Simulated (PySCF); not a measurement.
# CsO+: bond curves at several levels of theory

What are the lowest state that PBE0 finds, the bond length, vibrational wavenumber and bond energy of CsO+, and how much do these hang on the method?

The runs use PySCF 2.14.0; Cs def2-TZVP with ECP46, O def2-TZVP, scalar-relativistic core potentials.

**1. The job**

A driver script around PySCF takes these settings:

```json
{"atoms": "Cs, O", "charge": "1", "basis": "Cs def2-TZVP with ECP46, O def2-TZVP", "Hamiltonian": "scalar-relativistic core potentials", "basis functions": "60", "electrons treated": "16", "masses in u": "132.9054, 15.9949", "levels": "PBE0, PBE, r²SCAN, BLYP, r²SCAN0, TPSS, ωB97X, HF, MP2, SCS-MP2, CCSD, CCSD(T)", "grid": "80 radial by 434 angular points", "occupations": "held fixed by the projection of orbital angular momentum", "dissociation limit": "Cs+ + O, each in its ground configuration", "starting distance in angstrom": "2.905", "values of 2S to try": "0, 2"}
```

After this run come: The PBE0 curve of the state that the search chose; Excited determinants; PBE; r²SCAN (meta-GGA); BLYP (GGA); r²SCAN0 (hybrid meta-GGA); TPSS (meta-GGA); ωB97X; UHF; Correlated methods on the Hartree–Fock reference.

Q: Predict the outcome of this session. Wanted: for each run, Re; ωe; De; μ.

As calculated:

Lowest PBE0 solution found, without spin–orbit coupling: ³Σ⁻ (triplet), unpaired electrons π ↑↑. State 2 has its PBE0 minimum 0.13 eV higher. State 3 has its PBE0 minimum 0.75 eV higher, as a spin-mixed determinant (⟨S²⟩ = 1.00), so this is no gap between pure states. State 4 has its PBE0 minimum 0.88 eV higher, as a spin-mixed determinant (⟨S²⟩ = 1.00), so this is no gap between pure states. The other levels ran on the lowest alone.

```
      level  Re (Å)  ωe (cm⁻¹)  De (eV)  μ (D)
        UHF   3.587       68.5    0.090  -1.55
    UHF-MP2   3.503       79.0    0.114    n/a
UHF-SCS-MP2   3.523       77.2    0.111    n/a
   UHF-CCSD   3.517       78.0    0.113    n/a
UHF-CCSD(T)   3.510       78.9    0.115    n/a
        PBE   3.419       86.1    0.144  -1.28
       BLYP   3.495       77.2    0.118  -1.34
       TPSS   3.474       75.8    0.124  -1.35
     r²SCAN   3.418       84.8    0.129  -1.34
       PBE0   3.419       84.0    0.128  -1.34
    r²SCAN0   3.407       85.2    0.123  -1.36
      ωB97X   3.356       96.4    0.121  -1.32
```

De is counted to Cs+ + O in their ground configurations. A positive dipole points from Cs to O; in an ion it is taken about the centre of mass and does not tell which atom is negative.

The methods spread over 0.231 Å in bond length, from ωB97X to UHF. CCSD(T) can't serve as the judge here: for a weak bond in this basis it is far from its limit. Of the levels with a De here, UHF gives the least (0.090 eV) and PBE the most (0.144 eV).

Correlated steps freeze 1 core orbital. Spin–orbit coupling is left out, which matters for elements this heavy, above all for dissociation energies. The bond is weak, and basis-set superposition, which was not computed, may be a sizeable part of it. With spin–orbit coupling the term label itself may not hold.
